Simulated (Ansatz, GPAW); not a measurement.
RuIF: GLLB-SC, run from Python

These are simulated results from GPAW 26.7.0, not measurements. The cell was built from a prototype and was relaxed with r2SCAN in plane waves (Ansatz 0.2.0). It may be hypothetical. It is a single sheet, repeated along a and b, with vacuum along c. All runs are without spin polarisation.

In-plane lattice: a = 3.637 Å, b = 3.637 Å, γ = 120.0°; thickness between the outer nuclei 2.68 Å. Ru has 3 F at 2.48 Å and 3 I at 2.50 Å; F has 3 Ru at 2.48 Å; I has 3 Ru at 2.50 Å.

GLLB-SC is a model potential. Its fundamental gap is the Kohn-Sham gap plus a derivative discontinuity, which the script evaluates at the band edges among the listed k points. Its total energy isn't variational and serves nothing here.

Input script:

```python
import json
from ase import Atoms
from gpaw import GPAW, PW, FermiDirac

atoms = Atoms(['Ru', 'F', 'I'],
              cell=[[3.636773, -0.0, 0.0], [-1.818386, 3.149537, 0.0], [0.0, 0.0, 30.007301]],
              scaled_positions=[[0.333333, 0.666667, 0.300205], [0.666667, 0.333333, 0.34445], [0.666667, 0.333333, 0.255126]],
              pbc=True)
calc = GPAW(mode=PW(400), xc='GLLBSC', kpts={'size': (6, 6, 1), 'gamma': True},
            occupations=FermiDirac(0.02), maxiter=100, legacy_gpaw=True, txt='gpaw.txt')
atoms.calc = calc
res = {'energy': atoms.get_potential_energy(force_consistent=True)}
res['electrons'] = calc.get_number_of_electrons()
res['k'] = calc.get_ibz_k_points().tolist()
res['levels'] = [calc.get_eigenvalues(kpt=i).tolist() for i in range(len(res['k']))]
points = [[0.0, 0.0, 0.0], [0.5, 0.0, 0.0], [0.333333, 0.333333, 0.0], [0.15625, 0.416667, 0.0], [0.0, 0.401042, 0.0], [0.083333, 0.333333, 0.0]]
bands = calc.fixed_density(kpts=points, symmetry='off', nbands=round(res['electrons']) // 2 + 6, convergence={'bands': -2}, txt='bands.txt')
res['points'] = [bands.get_eigenvalues(kpt=i).tolist() for i in range(len(points))]
homo, lumo = bands.get_homo_lumo()
potential = calc.hamiltonian.xc.response.calculate_discontinuity_potential(homo, lumo)
res['discontinuity'] = bands.hamiltonian.xc.response.calculate_discontinuity(potential)
json.dump(res, open('results.json', 'w'))
print('free energy (eV):', round(res['energy'], 5))
```

Command: `python run.py`. It took 2.3 min on 1 thread of Arm Neoverse V1, with other jobs on the host, peak memory 0.35 GiB.

The log gpaw.txt, trimmed of paths, versions and times, then the last line on the terminal. An iter line gives the energy in eV and the logarithms of the changes of orbitals (plane waves alone) and density (c: converged):

```
___ ___ ___ _ _ _
 |   |   |_  | | | |

 | | | | | . | | | |

 |__ |  _|___|_____|  26.7.0
 |___|_|

Input parameters:
  kpts: {gamma: True,
         size: (6, 6, 1)}
  maxiter: 100
  mode: {ecut: 400.0,
         name: pw}
  occupations: {fixmagmom: False,
                name: fermi-dirac,
                width: 0.02}
  xc: GLLBSC

System changes: positions, numbers, cell, pbc, initial_charges, initial_magmoms

Initialize ...

species:
  Ru:
    name:    Ruthenium
    Z:       44.0
    valence: 16
    core:    28
    charge:  0.0  # [|e|]
    compensation charges:
      type: gauss
      rc: 0.39  # [Å]
      lmax: 2
    cutoffs:
      filter: 2.16  # [Å]
      core: 1.30  # [Å]
    projectors
    | kind |    occ | energy [eV] | rcut [Å] |

    |------|--------|-------------|----------|

    |   4s |  2.000 |     -78.140 |    1.281 |

    |   5s |  1.000 |      -6.453 |    1.281 |

    |   4p |  6.000 |     -48.485 |    1.286 |

    |   5p |  0.000 |      -2.503 |    1.286 |

    |   4d |  7.000 |      -7.565 |    1.254 |

    |    d |        |      19.647 |    1.254 |

    Using partial waves for Ru as LCAO basis

  F:
    name:    Fluorine
    Z:       9.0
    valence: 7
    core:    2
    charge:  0.0  # [|e|]
    compensation charges:
      type: gauss
      rc: 0.20  # [Å]
      lmax: 2
    cutoffs:
      filter: 1.14  # [Å]
      core: 0.74  # [Å]
    projectors
    | kind |    occ | energy [eV] | rcut [Å] |

    |------|--------|-------------|----------|

    |   2s |  2.000 |     -36.122 |    0.635 |

    |   2p |  5.000 |     -16.598 |    0.635 |

    |    s |        |      -8.911 |    0.635 |

    |    p |        |      10.613 |    0.635 |

    |    d |        |       0.000 |    0.635 |

    Using partial waves for F as LCAO basis

  I:
    name:    Iodine
    Z:       53.0
    valence: 7
    core:    46
    charge:  0.0  # [|e|]
    compensation charges:
      type: gauss
      rc: 0.37  # [Å]
      lmax: 2
    cutoffs:
      filter: 2.06  # [Å]
      core: 2.96  # [Å]
    projectors
    | kind |    occ | energy [eV] | rcut [Å] |

    |------|--------|-------------|----------|

    |   5s |  2.000 |     -20.049 |    1.164 |

    |   5p |  5.000 |     -10.166 |    1.164 |

    |    s |        |       7.162 |    1.164 |

    |    p |        |      17.045 |    1.164 |

    |    d |        |       0.000 |    1.164 |

    Using partial waves for I as LCAO basis

Reference energy: -319347.001531  # eV

Spin-paired calculation

Convergence criteria:
 Maximum [total energy] change in last 3 cyles: 0.0005 eV / valence electron
 Maximum integral of absolute [dens]ity change: 0.0001 electrons / valence electron
 Maximum integral of absolute [eigenst]ate change: 4e-08 eV^2 / valence electron
 Maximum number of scf [iter]ations: 100
 (Square brackets indicate name in SCF output, whereas a 'c' in
 the SCF output indicates the quantity has converged.)

Symmetries present (total): 1

  ( 1  0  0)
  ( 0  1  0)
  ( 0  0  1)

36 k-points: 6 x 6 x 1 Monkhorst-Pack grid + [1/12,1/12,0.000000]
20 k-points in the irreducible part of the Brillouin zone
       k-points in crystal coordinates                weights
   0:     0.00000000    0.00000000    0.00000000          1/36
   1:     0.00000000    0.16666667    0.00000000          2/36
   2:     0.00000000    0.33333333    0.00000000          2/36
   3:     0.00000000    0.50000000    0.00000000          1/36
   4:     0.16666667   -0.33333333    0.00000000          2/36
   5:     0.16666667   -0.16666667    0.00000000          2/36
   6:     0.16666667    0.00000000    0.00000000          2/36
   7:     0.16666667    0.16666667    0.00000000          2/36
   8:     0.16666667    0.33333333    0.00000000          2/36
   9:     0.16666667    0.50000000    0.00000000          2/36
          ...
  19:     0.50000000    0.50000000    0.00000000          1/36

Wave functions: Plane wave expansion
  Cutoff energy: 400.000 eV
  Number of coefficients (min, max): 6163, 6288
  Pulay-stress correction: 0.000000 eV/Ang^3 (de/decut=0.000000)
  Using FFTW library
  ScaLapack parameters: grid=1x1, blocksize=None
  Wavefunction extrapolation:
    Improved wavefunction reuse through dual PAW basis

Occupation numbers: Fermi-Dirac:
  width: 0.0200  # eV

Eigensolver
   Davidson(niter=2)

Densities:
  Coarse grid: 18*18*140 grid
  Fine grid: 36*36*280 grid
  Total Charge: 0.000000

Density mixing:
  Method: separate
  Backend: msr1
  Linear mixing parameter: 0.05
  old densities: 10
  Width of damping distribution: 1.1
  Damping of long wavelength oscillations: 20

Hamiltonian:
  XC and Coulomb potentials evaluated on a 36*36*280 grid
  Using the GLLBSC Exchange-Correlation functional
  External potential:
    NoExternalPotential

XC parameters: GLLBSC functional being used consists of
  -----------------------------------------------------------------------
  | Weight | Module     | Description                                   |

  -----------------------------------------------------------------------
  |  1.000 | SCREENING  | GGA_X_PBE_SOL with 2 nearest neighbor stencil |

  |  1.000 | RESPONSE   | eps=0.0500 eV                                 |

  |  1.000 | XC         | GGA_C_PBE_SOL with 2 nearest neighbor stencil |

  -----------------------------------------------------------------------

Memory estimate:
  Process memory now: 129.14 MiB
  Calculator: 102.66 MiB
    Density: 25.89 MiB
      Arrays: 9.00 MiB
      Localized functions: 9.97 MiB
      Mixer: 6.92 MiB
    Hamiltonian: 6.15 MiB
      Arrays: 5.88 MiB
      XC: 0.00 MiB
      Poisson: 0.00 MiB
      vbar: 0.27 MiB
    Wavefunctions: 70.62 MiB
      Arrays psit_nG: 40.30 MiB
      Eigensolver: 2.56 MiB
      Projections: 0.28 MiB
      Projectors: 23.82 MiB
      PW-descriptor: 3.65 MiB

Total number of cores used: 1

Number of atoms: 3
Number of atomic orbitals: 21
Number of bands in calculation: 21
Number of valence electrons: 30
Bands to converge: occupied

... initialized

Initializing position-dependent things.

Density initialized from atomic densities
Creating initial wave functions:
  21 bands from LCAO basis set
Positions:
   0 Ru    -0.000001    2.099692    9.008342    ( 0.0000,  0.0000,  0.0000)
   1 F      1.818388    1.049845   10.336015    ( 0.0000,  0.0000,  0.0000)
   2 I      1.818388    1.049845    7.655643    ( 0.0000,  0.0000,  0.0000)

Unit cell:
           periodic     x           y           z      points  spacing
  1. axis:    yes    3.636773   -0.000000    0.000000    18     0.1750
  2. axis:    yes   -1.818386    3.149537    0.000000    18     0.1750
  3. axis:    yes    0.000000    0.000000   30.007301   140     0.2143

  Lengths:   3.636773   3.636772  30.007301
  Angles:   90.000000  90.000000 120.000000

Effective grid spacing dv^(1/3) = 0.1964

iter:   1   -16.969896
iter:   2   -15.873714   -0.51  -1.15
iter:   3   -18.899285    0.00  -1.09
iter:   4   -13.973597   -0.45  -1.02
iter:   5   -13.089182   -1.11  -1.32
iter:   6   -12.918494   -1.00  -1.34
iter:   7   -12.205038   -1.51  -1.76
iter:   8   -12.292569   -1.91  -1.61
iter:   9   -12.361080   -2.18  -2.04
iter:  10   -12.301768   -2.43  -2.07
iter:  11   -12.293542   -3.28  -2.30
iter:  12   -12.322242   -3.44  -2.40
iter:  13   -12.342891   -3.47  -2.77
iter:  14   -12.342833   -4.45  -3.12
iter:  15   -12.346351c  -5.07  -3.52
iter:  16   -12.348014c  -5.11  -3.56
iter:  17   -12.348435c  -5.66  -4.03c
iter:  18   -12.348213c  -5.67  -4.05c
iter:  19   -12.347692c  -6.04  -4.51c
iter:  20   -12.347891c  -6.20  -4.43c
iter:  21   -12.347827c  -6.58  -4.77c
iter:  22   -12.347897c  -6.85  -4.96c
iter:  23   -12.347880c  -7.09  -5.55c
iter:  24   -12.347894c  -7.31  -5.51c
iter:  25   -12.347891c  -7.53c -5.89c

Converged after 25 iterations.

Energy contributions relative to reference atoms: (reference = -319347.001531)

Kinetic:        +46.962172
Potential:      -41.807417
External:        +0.000000
XC:             -17.794673
Entropy (-ST):   -0.000000
Local:           +0.292027
SIC:             +0.000000
--------------------------
Free energy:    -12.347891
Extrapolated:   -12.347891

GLLBSC response reference energy: -5.33897 eV (from HOMO)

Showing only first 2 kpts
 Kpt  Band  Eigenvalues  Occupancy
  0    13     -5.70301    2.00000
  0    14     -5.69711    2.00000
  0    15     -2.94098    0.00000
  0    16     -2.93986    0.00000

  1    13     -5.60398    2.00000
  1    14     -5.59732    2.00000
  1    15     -3.58231    0.00000
  1    16     -3.03231    0.00000

Fermi level: -4.62013

Gap: 1.354 eV
Transition (v -> c):
  (s=0, k=8, n=14, [0.17, 0.33, 0.00]) -> (s=0, k=16, n=15, [0.50, 0.00, 0.00])
Direct/indirect transitions are different
Direct gap: 1.453 eV
Transition at: (s=0, k=16, n=14, [0.50, 0.00, 0.00])

free energy (eV): -12.34789
```

The gap in the log is over the mesh alone; results.json adds the listed points. GLLB-SC gives a gap of 1.96 eV (1.344 eV Kohn-Sham over the listed points plus 0.613 eV discontinuity). On the same cell, plane-wave PBE (Ansatz, 12×12×1 k points and the special points) gives a gap of 0.83 eV and r2SCAN a gap of 1.10 eV; on shared hosts these took about 23 and 53 core-seconds on the 3-atom cell, against 140 for the script. Spin-orbit coupling, left out in all these runs, can cut or reorder the gap by tenths of an eV, up to about 1 eV with Pb or Bi.

Spin-orbit coupling is left out, which matters wherever the heavy atoms make up the band edges.
